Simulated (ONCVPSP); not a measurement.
# Pseudopotential generation for C: ONCV, PBEsol

Task: generate the file, and judge it by its errors in other configurations, its logarithmic derivatives, its ghosts and its cutoff.

Method: ONCVPSP 4.0.1, PBEsol, scalar-relativistic.

### 1 Settings

Typed settings, in words:

| Item | Value |
| --- | --- |
| element | carbon (C, Z = 6) |
| type | optimised norm-conserving Vanderbilt (ONCV) |
| frozen core | [He] |
| valence charge | 4 |
| reference configuration | 2s1.75 2p2.25 |
| partial waves | 2s: rc 1.15 bohr, ncon 5, nbas 8, qcut 5.7 1/bohr, 2 projectors, debl 0.5 Ha; 2p: rc 2.55 bohr, ncon 4, nbas 8, qcut 5.5 1/bohr, 2 projectors, debl 2.1 Ha; d scattering state at 0.33 Ha: rc 2.70 bohr, ncon 4, nbas 8, qcut 4 1/bohr, 1 projector |
| local potential | polynomial inside 1.00 bohr (lpopt 5, dvloc0 9 Ha) |
| core correction | polynomial model core, fcfact 0.65 |

The nodes and maxima of the atom's own shells, from an earlier all-electron run, set the scale for the radii.

All-electron outer shells of the reference configuration (PBEsol, scalar-relativistic, ld1.x):

| shell | level (eV) | outermost node (bohr) | outermost maximum (bohr) |
| --- | --- | --- | --- |
| 1s | -272.29 | – | 0.18 |
| 2s | -13.77 | 0.38 | 1.22 |
| 2p | -5.35 | – | 1.20 |

### 2 The generation run

File C.dat:

```
# ATOM AND REFERENCE CONFIGURATION
# atsym  z   nc   nv     iexc    psfile
  C 6.00    1    2  -116133      upf
#
#   n    l    f
    1    0    2.00
    2    0    1.75
    2    1    2.25
#
# PSEUDOPOTENTIAL AND OPTIMIZATION
# lmax
    2
#
#   l,   rc,      ep,       ncon, nbas, qcut
    0    1.15    0.00    5    8    5.70
    1    2.55    0.00    4    8    5.50
    2    2.70    0.33    4    8    4.00
#
# LOCAL POTENTIAL
# lloc, lpopt,  rc(5),   dvloc0
    4    5    1.00    9.00
#
# VANDERBILT-KLEINMAN-BYLANDER PROJECTORs
# l, nproj, debl
    0    2    0.50
    1    2    2.10
    2    1    2.00
#
# MODEL CORE CHARGE
# icmod, fcfact, rcfact
    1    0.65    0.00
#
# LOG DERIVATIVE ANALYSIS
# epsh1, epsh2, depsh
   -2.00    5.00    0.02
#
# OUTPUT GRID
# rlmax, drl
    6.00    0.01
#
# TEST CONFIGURATIONS
# ncnf
    4
# nvcnf
#   n    l    f
    2
    2    0    2.00
    2    1    2.00
#
    2
    2    0    2.00
    2    1    1.00
#
    2
    2    0    2.00
    2    1    0.00
#
    2
    2    0    1.00
    2    1    2.00
#
```

On the command line:

```sh
$ oncvpsp.x < C.dat > C.out
```

Before running it: what results should come out? Wanted: cutoffs for 1 and 0.1 mHa per electron, occupied waves; bound ghosts; GHOST(+) flags; largest test error; largest phase difference near zero energy, channels read; rms error of d²Exc/dn², without and with the model core; projector energies reset by the program.

**Answer**, as computed:

| quantity | value |
| --- | --- |
| cutoffs for 1 and 0.1 mHa per electron, occupied waves | 23 Ha and 93 Ha |
| bound ghosts | none found |
| GHOST(+) flags | none at low energy (1 near or above the test basis's cutoff) |
| largest test error (AE − PS) | +718 meV, for 2s2 2p0 |
| largest phase difference near zero energy, channels read | 0.005 rad |
| rms error of d²Exc/dn², without and with the model core | 1.27 and 1.00 mHa |
| projector energies reset by the program | s: -0.506, 0.250 Ha |

By total energies transferability is poor: the largest error is 718 meV on 32.7 eV, for 2s2 2p0. By its cutoff, 23 Ha for the looser tolerance, it is of middling hardness. The tighter tolerance needs 93 Ha, and converged work needs a cutoff nearer that. At the looser tolerance the 2s wave is the slowest; 2p needs 10 Ha. The program's ghost test flags no bound state. Near zero energy the phases of the channels with partial waves agree within 0.005 rad. These are tests on the free atom; a crystal test is still owed.
